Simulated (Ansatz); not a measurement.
# GaO2: the cost of one run

Program: Ansatz 0.2.0. Level of theory: the levels named in each step. These are calculated values, not measurements.

**1. The system as given**

Bond lengths: O1–Ga2 1.642 Å, Ga2–O3 1.642 Å. Angles: O1–Ga2–O3 180.0°.

Coordinates:

```xyz
3

O     0.0000    0.0000   -1.6419
Ga    0.0000    0.0000    0.0000
O     0.0000    0.0000    1.6419
```

**2. A rough first relaxation, PBE-D4/def2-SVPD**

This run stands in another session on the same molecule. It ended at:

```xyz
3

O     0.0000    0.0000   -1.7143
Ga    0.0000    0.0000    0.0000
O     0.0000    0.0000    1.7143
```

**3. Relaxation, HF/STO-3G**

File input.yaml:

```yaml
crystal:
  periodic: [false, false, false]
  atoms:
    - { symbol: O, position_ang: [0.0, 0.0, -1.71429114] }
    - { symbol: Ga, position_ang: [0.0, 0.0, -1.0e-08] }
    - { symbol: O, position_ang: [0.0, 0.0, 1.71429115] }
total_charge: -1
basis:
  gaussian: { orbitals: STO-3G }
hamiltonian:
  xc: hf
relax:
  f_tol: 0.002
  max_steps: 150
```

On the command line:

```console
$ ansatz run input.yaml --threads 2 --pin off --max-ram 5120MiB --backend cpu --events-out ev --progress --plain --runs-dir out
```

What time and memory should one allow on 2 threads of Intel Xeon at 2.50GHz (Skylake/Cascade Lake), shared host?

About 4.4 s, with a peak of 0.088 GiB.
